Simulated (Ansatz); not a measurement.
**F₂GeH₄SSi: small, medium and large basis sets**

Aim: see how fast density functionals converge with the basis set for F₂GeH₄SSi.

The runs use Ansatz 0.2.0, Gaussian basis; one geometry, several basis sets.

Plan: PBE0-D4/def2-SVP; ωB97M-V/def2-SVP; PBE0-D4/def2-QZVPP; ωB97M-V/def2-QZVPP; the functionals' def2-TZVPP values are taken from earlier runs.

## (1) The geometry

All runs share one geometry, relaxed beforehand with PBE0-D4 in a triple-zeta def2 set.

9 atoms, charge 0, spin multiplicity 1.

Atoms are counted from 1 here; the program's logs count them from 0.

Bond lengths: F1–Si2 1.590 Å, Si2–F3 1.591 Å, Si2–S4 2.117 Å, Si2–Ge5 2.373 Å, S4–H6 1.345 Å, Ge5–H7 1.534 Å, Ge5–H8 1.536 Å, Ge5–H9 1.535 Å. Angles: F1–Si2–F3 106.8°, F1–Si2–S4 104.7°, F1–Si2–Ge5 111.0°, F3–Si2–S4 110.6°, F3–Si2–Ge5 108.5°, S4–Si2–Ge5 114.9°, Si2–S4–H6 92.3°, Si2–Ge5–H7 109.3°, Si2–Ge5–H8 108.4°, Si2–Ge5–H9 110.8°, H7–Ge5–H8 109.1°, H7–Ge5–H9 109.8°, H8–Ge5–H9 109.3°.

## (2) PBE0-D4 in def2-SVP

File in.yaml:

```yaml
crystal:
  periodic: [false, false, false]
  atoms:
    - {symbol: F, position_ang: [1.019756, -1.825136, -1.056507]}
    - {symbol: Si, position_ang: [0.866067, -0.364890, -0.447744]}
    - {symbol: F, position_ang: [2.144761, -0.108311, 0.463918]}
    - {symbol: S, position_ang: [0.880993, 0.922433, -2.128895]}
    - {symbol: Ge, position_ang: [-1.072471, -0.208854, 0.912019]}
    - {symbol: H, position_ang: [0.731418, 2.016901, -1.361392]}
    - {symbol: H, position_ang: [-2.298738, -0.641363, 0.098264]}
    - {symbol: H, position_ang: [-1.246386, 1.255482, 1.343524]}
    - {symbol: H, position_ang: [-0.936799, -1.092563, 2.159514]}
basis:
  gaussian: {orbitals: def2-SVP}
hamiltonian: {xc: pbe0, dispersion: d4}
output: {orbitals: {seedname: orbitals}}
```

After this run come: ωB97M-V in def2-SVP; PBE0-D4 in def2-QZVPP; ωB97M-V in def2-QZVPP.

Before running them: what should the planned runs give, taken together? Wanted: PBE0-D4: double and triple zeta above quadruple; ωB97M-V: double and triple zeta above quadruple.

As calculated:

| quantity | value |
| --- | --- |
| PBE0-D4: double and triple zeta above quadruple | 23.08, 2.14 eV |
| ωB97M-V: double and triple zeta above quadruple | 23.08, 2.06 eV |

In words: For PBE0-D4 the step from double to triple zeta gains 20.94 eV and the next only 2.14 eV. Total energies overstate the basis error of differences, where much of it tends to cancel. The LUMO of ωB97M-V is positive and keeps falling with the basis (1.80 to 1.28 eV): an unbound level that the basis holds in place.
